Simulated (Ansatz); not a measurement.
Working through a calculation of the dielectric tensor and Born charges of BaNbNO2, space group P4/mmm

With Ansatz 0.2.0, Python API.

The script reads `banbno2.xyz`:
```text
5
Lattice="4.169004 0.0 0.0 0.0 4.169004 0.0 0.0 0.0 4.151208" Properties=species:S:1:pos:R:3 pbc="T T T"
Ba    0.00000000    0.00000000    0.00000000
Nb    2.08450200    2.08450200    2.07560400
N     2.08450200    2.08450200    0.00000000
O     0.00000000    2.08450200    2.07560400
O     2.08450200    0.00000000    2.07560400
```

Run as a notebook:

In [1]:
```python
import ansatz as az
import numpy as np
```

In [2]:
```python
cell = az.Crystal.from_extxyz("banbno2.xyz")

[site.symbol for site in cell.resolved().sites]
```
Out [2]:
```text
['Ba', 'Nb', 'N', 'O', 'O']
```

In [3]:
```python
# an insulator: whole occupations
model = (
    cell.calculation()
    .functional(az.Functional.PBESOL)
    .basis(260, xc_grid=3)
    .kpoints(6, center="monkhorst-pack")
    .scf(extra_bands=2, lower_state_search="off")
    .occupations("fixed")
    .dielectric()
)
outcome = model.run()
response = outcome.dielectric
eps = np.asarray(response.eps_inf)
```
```text
DeckWarning: basis.ecutwfc = 260 eV is below the records' recommended 420 eV, and the density's cutoff is lower with it unless basis.ecutrho_ratio is high enough to keep the records' density cutoff: compare with a run at a higher cutoff
RunWarning: iter 2: σ=0 fill of 20 bands saw a band overlap (occupied 11.3892 eV > unoccupied 11.3480 eV) — on an unconverged iterate often a transient of an unconverged empty band; one that stands at the close is told there (band_overlap_at_count); if the run fails to converge, the spectrum is likely genuinely [...]
```

In [4]:
```python
values = np.linalg.eigvalsh(eps)
print("principal values of eps_inf:", np.round(values, 3))
print("refractive indices:", np.round(np.sqrt(values), 3))
for index, (site, z) in enumerate(zip(outcome.lattice.sites, response.zstar_e)):
    print("Born charge tensor of", site.symbol, index)
    print(np.round(z, 3) + 0.0)
print(f"charge neutrality missed by {response.zstar_sum_residual_pre_e:.4f} e before the sum rule")
```
```text
principal values of eps_inf: [17.954 17.954 28.069]
refractive indices: [4.237 4.237 5.298]
Born charge tensor of Ba 0
[[3.023 0.    0.   ]
 [0.    3.023 0.   ]
 [0.    0.    2.34 ]]
Born charge tensor of Nb 1
[[ 9.708  0.     0.   ]
 [ 0.     9.708  0.   ]
 [ 0.     0.    16.523]]
Born charge tensor of N 2
[[ -4.016   0.      0.   ]
 [  0.     -4.016   0.   ]
 [  0.      0.    -12.649]]
Born charge tensor of O 3
[[-6.764  0.     0.   ]
 [ 0.    -1.95   0.   ]
 [ 0.     0.    -3.107]]
Born charge tensor of O 4
[[-1.95   0.     0.   ]
 [ 0.    -6.764  0.   ]
 [ 0.     0.    -3.107]]
charge neutrality missed by 0.0394 e before the sum rule
```

Caveats:
- These settings explore the input space; cutoff and mesh may be short of convergence.
- The cutoff lies under the one recommended for these potentials.
- No spin polarisation was allowed.
- With fixed filling the reported Fermi level is the top filled level among the k-points of the SCF.
- Averages over directions belong to no single polarisation, least of all in layered crystals.
- The structure comes from a database of computed cells and needn't be a stable or known phase.
- Warnings are shown shortened and without file and line.
- This is the electronic (clamped-ion) response; a semilocal gap that is too small tends to raise it. The typed mesh is that of the SCF; the response is solved on denser meshes that the run picks.
- Finished in 120 s on 1 thread of Arm Neoverse V1, on a shared host, peak memory 0.89 GiB.
